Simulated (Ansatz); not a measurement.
**GeAsH₃ (triplet): from Hartree-Fock to the top rungs at a displaced geometry (v1), cc-pVDZ**

An exercise on one series of results from a longer session: the logs are not shown, and one member is left open.

Program: Ansatz 0.2.0, Gaussian basis. Level of theory: cc-pVDZ, core rule «outside noble gas», up to 28 orbitals frozen. These are calculated values, not measurements.

The runs, in order: UHF; CCSD(T) on ROHF; CCSD(T) on UHF; BCCD(T) on ROHF; CISD; CCSDT(Q) on ROHF; CCSDT(Q) on UHF.

24 further runs of the same task are left out: 11 that didn't finish, 13 set aside as unsound or not needed.

**What is computed**

The geometry is a PBE0/def2-TZVP stationary point (not a proven minimum) with its atoms shifted at random (size 0.040 Å). No spin-orbit coupling is included. The filled d shell of Ge, As may be among the frozen orbitals whatever the setting's name suggests; the logs give the count.

5 atoms, charge 0, spin multiplicity 3.

Atoms are counted from 1 here; the program's logs count them from 0.

Bond lengths: Ge1–As2 2.426 Å, Ge1–H3 1.495 Å, As2–H4 1.482 Å, As2–H5 1.613 Å. Angles: As2–Ge1–H3 112.7°, Ge1–As2–H4 98.0°, Ge1–As2–H5 99.2°, H4–As2–H5 93.0°.

Set-up of the first run:

Input file in.yaml:

```yaml
crystal:
  periodic: [false, false, false]
  atoms:
    - {symbol: Ge, position_ang: [0.001128, 0.072525, 1.236726]}
    - {symbol: As, position_ang: [0.000295, -0.078661, -1.184752]}
    - {symbol: H, position_ang: [0.048259, -1.266705, 1.898888]}
    - {symbol: H, position_ang: [1.047229, 0.935383, -1.455601]}
    - {symbol: H, position_ang: [-1.198650, 0.951562, -1.507090]}
basis:
  gaussian: {orbitals: cc-pVDZ}
magnetization: {spin_polarized: true, initial_magnetization: 2}
hamiltonian: {xc: hf}
output: {orbitals: {seedname: orbitals}}
```

Launch:

```bash
> ansatz run in.yaml --threads 1 --pin off --events-out ev --progress --plain --max-ram 2393MiB
```

Among the steps run: UHF; CCSD(T) on ROHF; CCSD(T) on UHF; BCCD(T) on ROHF; CISD; CCSDT(Q) on ROHF; CCSDT(Q) on UHF.

One table of the session follows, with a row left open; its other results are not shown here.

```
   method  from UCCSDT(Q) (kJ/mol)
     ROHF                   +590.9
      UHF                   +581.5
     RMP2                   +122.3
     UMP2                   +121.1
     CISD                    +70.2
    RCCSD                    +21.9
    UCCSD                    +20.7
 RCCSD(T)                     +5.0
 UCCSD(T)                     +4.1
  BCCD(T)                        ?
   RCCSDT                     +1.8
   UCCSDT                     +0.9
RCCSDT(Q)                     +0.9
UCCSDT(Q)                        0
```

Estimate the missing values for BCCD(T).

The run gave: from UCCSDT(Q) (kJ/mol): +4.8. In the column «from UCCSDT(Q) (kJ/mol)» it lies between UCCSD(T) (+4.1) and RCCSD(T) (+5.0).

Caveats from the session: Restricted and unrestricted rows rest on different reference determinants; where their highest levels disagree by more than a few hundredths of an eV, they describe different states and don't form one ladder.
